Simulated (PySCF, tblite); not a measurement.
# C₈H₁₀O: geometry, infrared bands and NMR shifts

Aim: predict the infrared bands and NMR shifts of C₈H₁₀O (`CO[C@@]12C=C[C@H]3[C@@H]1[C@]32C`).

Programs: tblite 0.8.0 and PySCF 2.14.0, with density-fitted response routines of our own. Each step states its level of theory. These are calculated values for one molecule in the gas phase, unless marked as measured. Atoms count from 0, in the outputs and in this text.

## (1) The starting structure

19 atoms, charge 0, multiplicity 1; geometry from: force field or distance geometry start.

Bonds of the start (Å): C0–O1 1.39, O1–C2 1.32, C2–C3 1.49, C3–C4 1.34, C4–C5 1.49, C5–C6 1.50, C6–C7 1.36, C7–C8 1.39, C6–C2 1.49, C7–C2 1.54, C7–C5 1.54, C0–H9 1.12, C0–H10 1.10, C0–H11 1.11, C3–H12 1.10, C4–H13 1.10, C5–H14 1.07, C6–H15 1.05, C8–H16 1.11, C8–H17 1.13, C8–H18 1.12.

## (2) Relaxing the molecule with GFN2-xTB

The job: settings as JSON, then the geometry in Å.

```
{"job": {"kind": "relax", "xc": "GFN2-xTB", "basis": "xTB"}, "charge": 0, "multiplicity": 1}
C      2.699300    -0.418200     0.126300
O      1.363700    -0.745500     0.312400
C      0.459300     0.076800    -0.184100
C      0.300900     1.514600     0.163100
C     -1.008900     1.773000     0.015200
C     -1.602700     0.705800    -0.831000
C     -0.466900    -0.136800    -1.326000
C     -0.966800    -0.498700    -0.115100
C     -1.519700    -1.357000     0.827200
H      3.338300    -1.198900     0.610400
H      2.924500     0.574300     0.548500
H      2.903900    -0.482500    -0.964300
H      1.071400     2.222900     0.514700
H     -1.522100     2.646300     0.431500
H     -2.605600     0.696300    -1.193200
H     -0.292900    -0.472800    -2.307900
H     -0.769800    -1.709600     1.562600
H     -1.966500    -2.291400     0.383500
H     -2.349300    -0.889300     1.418800
```

Started as:

```bash
OMP_NUM_THREADS=1 python probes_run.py task.json out
```

The driver reads the jobs from task.json and runs them one after another.

**Question.** This job is followed by: GFN2-xTB harmonic vibrations, gas phase; GIAO PBE0/pcSseg-1 NMR shielding, non-relativistic, gas phase. What will the session give for the following? strongest single infrared mode (GFN2-xTB); zero-point energy (GFN2-xTB); 13C shifts against TMS (PBE0/pcSseg-1); 1H shifts against TMS (PBE0/pcSseg-1, means over atoms taken as alike); 17O shifts against H2O (PBE0/pcSseg-1); surface potential, 1st and 99th percentile.

**Answer**, as computed:

| quantity | value |
| --- | --- |
| strongest single infrared mode (GFN2-xTB) | 1316 cm⁻¹, 88 km/mol |
| zero-point energy (GFN2-xTB) | 97.1 kcal/mol |
| 13C shifts against TMS (PBE0/pcSseg-1) | 138.7, 136.8, 84.1, 69.4, 60.7, 58.9, 33.0, 9.9 ppm |
| 1H shifts against TMS (PBE0/pcSseg-1, means over atoms taken as alike) | 6.21, 6.03, 3.90, 3.50, 1.88, 1.32 ppm |
| 17O shifts against H2O (PBE0/pcSseg-1) | 32.4 ppm |
| surface potential, 1st and 99th percentile | -1.34 V and 0.80 V |

In words: Over 108 steps the energy fell by 1.721 eV; of the close pairs, C6–C7 changed most, 1.359 to 1.459 Å. All 51 modes are real, so the xTB geometry is a minimum. The strongest single mode, at 1316 cm⁻¹, moves mainly C2. Unscaled tight-binding wavenumbers are off by several per cent, some by more. Its intensities can rank the bands wrongly. At PBE0/pcSseg-1: The largest span, 218 ppm, is at C4, where the paramagnetic term is -205 ppm.
